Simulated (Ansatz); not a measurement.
# InH₃S₂: up Jacob's ladder to CCSD(T)

How much do the methods differ for InH₃S₂? The plan is to run it at one geometry with functionals of several rungs and with coupled cluster, and see how far each lands from CCSD(T) at the basis-set limit for the atomisation energy.

The runs use Ansatz 0.2.0, Gaussian basis; functionals in def2-TZVPP, the program's frozen cores in correlated methods.

Plan: LDA (SPW92), PBE-D4, revPBE-D4, BLYP-D4, r2SCAN-D4, B97M-V, PBE0-D4, B3LYP-D4, r2SCANh-D4, r2SCAN0-D4, HSE06-D4, BHLYP-D4, CAM-B3LYP-D4, LC-ωPBE, ωB97X-V, ωB97M-V, B2PLYP, PBE-QIDH; CCSD(T)/def2-SVP; CCSD(T)/def2-TZVPP; CCSD(T)/def2-QZVPP; extrapolation to the limit; RPA on PBE.

### 1 The geometry

The geometry comes from an earlier relaxation with PBE0-D4 in a triple-zeta def2 set; it is a stationary point. In takes the def2 core potential; no spin-orbit term is included.

SMILES `[SH][InH][SH]`, 6 atoms, charge 0, spin multiplicity 1.

Atoms are counted from 1 here; the program's logs count them from 0.

Bond lengths: S1–In2 2.382 Å, S1–H4 1.343 Å, In2–S3 2.378 Å, In2–H5 1.705 Å, S3–H6 1.344 Å. Angles: In2–S1–H4 94.1°, S1–In2–S3 113.4°, S1–In2–H5 124.0°, S3–In2–H5 122.6°, In2–S3–H6 93.7°.

### 2 LDA

This LDA is Slater exchange with PW92 correlation.

Input file in.yaml:

```yaml
crystal:
  periodic: [false, false, false]
  atoms:
    - {symbol: S, position_ang: [-1.813726, -0.481128, 0.162076]}
    - {symbol: In, position_ang: [0.391654, 0.122989, -0.505335]}
    - {symbol: S, position_ang: [1.878688, 0.440372, 1.322639]}
    - {symbol: H, position_ang: [-2.277705, -0.554155, -1.096497]}
    - {symbol: H, position_ang: [0.876946, 0.314303, -2.128401]}
    - {symbol: H, position_ang: [0.944144, 0.157629, 2.245519]}
basis:
  gaussian: {orbitals: def2-TZVPP}
hamiltonian: {xc: lda}
output: {orbitals: {seedname: orbitals}}
```

The run is started by

```bash
$ ansatz run in.yaml --threads 2 --pin off --events-out ev --progress --plain --max-ram 22528MiB --backend cpu
```

Further steps of the session: PBE-D4 (GGA); revPBE-D4 (GGA); BLYP-D4 (GGA); r2SCAN-D4 (meta-GGA); B97M-V (meta-GGA); PBE0-D4 (hybrid); B3LYP-D4 (hybrid); r2SCANh-D4 (hybrid); r2SCAN0-D4 (hybrid); HSE06-D4 (hybrid); BHLYP-D4 (hybrid); CAM-B3LYP-D4 (range-separated); LC-ωPBE (range-separated); ωB97X-V (range-separated); ωB97M-V (range-separated); B2PLYP (double hybrid); PBE-QIDH (double hybrid); CCSD(T) in def2-SVP; CCSD(T) in def2-TZVPP; CCSD(T) in def2-QZVPP; RPA on PBE orbitals.

**Question.** What will the summary of the whole plan be? Wanted: atomisation energy, CCSD(T)/CBS; farthest beyond LDA; mean size of error, GGA; mean size of error, meta-GGA; mean size of error, hybrid; mean size of error, range-separated; mean size of error, double hybrid; gap, smallest and largest; T1 diagnostic.

As calculated:

| quantity | value |
| --- | --- |
| atomisation energy, CCSD(T)/CBS | 363.9 kcal/mol |
| functionals within 3.6 kcal/mol (1.0 %) | PBE-D4, r2SCAN-D4, r2SCANh-D4, ωB97X-V, ωB97M-V |
| farthest beyond LDA | BHLYP-D4 (-15.8 kcal/mol) |
| mean size of error, GGA | 8.8 kcal/mol |
| mean size of error, meta-GGA | 2.8 kcal/mol |
| mean size of error, hybrid | 7.5 kcal/mol |
| mean size of error, range-separated | 5.1 kcal/mol |
| mean size of error, double hybrid | 10.1 kcal/mol |
| gap, smallest and largest | 3.97 eV (LDA (SPW92)), 10.54 eV (LC-ωPBE) |
| T1 diagnostic | 0.0139 |
| triples share of the correlation energy | 3.9 % |

**Reading.** The LDA atomisation energy is off by 52.1 kcal/mol (14 %): it overbinds. PBE-D4 is off by -2.0 kcal/mol. Double hybrids carry the basis error of their MP2 part in triple zeta, and no dispersion term here, so their miss is partly the set-up's. Taken by rung, meta-GGA functionals do best (2.8 kcal/mol on average) and double hybrid ones worst beyond LDA (10.1 kcal/mol). The reference freezes the cores and leaves out spin-orbit coupling and excitations past (T), and its outer-core shells are covered unevenly, so misses under about 3.6 kcal/mol can't be ranked. All levels share the lack of spin-orbit coupling, which lowers the free heavy atoms and so the true binding. Hartree-Fock recovers 69 % of the binding; the rest is correlation. CCSD(T) in def2-SVP is off by -36.1 kcal/mol, worse than the median functional, from the basis alone. The gap grows from 4.0 to 10.5 eV across the functionals, mostly with the share of exact exchange. Correlated methods include outer-core shells of In, which these sets cover unevenly.
